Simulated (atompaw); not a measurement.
# Lu: generating and testing a PAW (atompaw) potential

Aim: build the potential from the settings below, then test how well it stands in for the atom: scattering, ghost states and the plane-wave cutoff that it needs.

Method: atompaw 4.2.0.5, PBE, scalar-relativistic.

## (1) The atom and the settings

The settings as typed:

```
element                 : lutetium (Lu, Z = 71)
type                    : PAW
frozen core             : [Kr] 4d10
valence charge          : 25
reference configuration : 4f14 5s2 5p6 5d1 6s1.5 6p0.5
partial waves           : 5s (bound): rc 1.40 bohr; 6s (bound): rc 1.75 bohr; 5p (bound): rc 1.75 bohr; 6p (bound): rc 2.95 bohr; 5d (bound): rc 2.95 bohr; 5d channel at 0.4 Ry: rc 2.80 bohr; 4f (bound): rc 1.10 bohr; 4f channel at 0.9 Ry: rc 1.10 bohr
local potential         : troulliermartins scheme with l = 4 at 0 Ry, radius 2.25 bohr
core correction         : smooth core density matched at 1.60 bohr
augmentation charge     : gaussian compensation charge, radius 2.85 bohr; PAW radius 2.95 bohr; waves and projectors: custom polynom2 7 10 vanderbiltortho
```

## (2) Generation

The input, Lu.input:

```
Lu 71
GGA-PBE scalarrelativistic loggrid 2001 logderivrange -7 5 301
6 6 5 4 0 0
6 0 1.5
6 1 0.5
5 2 1
0 0 0
c
c
c
c
v
v
c
c
c
v
v
c
c
v
v
3
2.95 2.85 2.25 1.60
n
n
y
0.4
n
y
0.9
n
custom polynom2 7 10 vanderbiltortho gaussian
4 0 troulliermartins
1.40
1.75
1.75
2.95
2.95
2.80
1.10
1.10
PWSCFOUT
UPFDX 0.0125d0 UPFXMIN -7.d0 UPFZMESH 71.d0
END
```

Run with:

```
$ atompaw < Lu.input > Lu.log
```

Q: Predict the outcome of this session. Wanted: cutoffs; bound ghosts; largest phase difference near zero energy, channels read; lowest eigenvalue of the overlap; share of valence orbitals outside the PAW sphere; UPF file.

The runs gave:

```
                                                quantity                                              value
                                                 cutoffs                                     not determined
                                            bound ghosts                                     not determined
largest phase difference near zero energy, channels read                                          0.149 rad
         lowest eigenvalue of the overlap (Bessel basis)                                          0.365 (s)
        share of valence orbitals outside the PAW sphere  5s 0 %, 6s 67 %, 5p 1 %, 6p 91 %, 5d 37 %, 4f 0 %
                                                UPF file                                            written
```

What this shows: Even at 400 Ry an occupied level stays 802 mRy from its reference, so no cutoffs are read. Ghosts could not be judged. Of the channels read, p scatters worst near zero energy, by up to 0.15 rad. In the p channel the atom's pole at 3.01 Ry sits lower, at 1.85 Ry, in the pseudo curve. These are tests on the free atom; a crystal test is still owed.
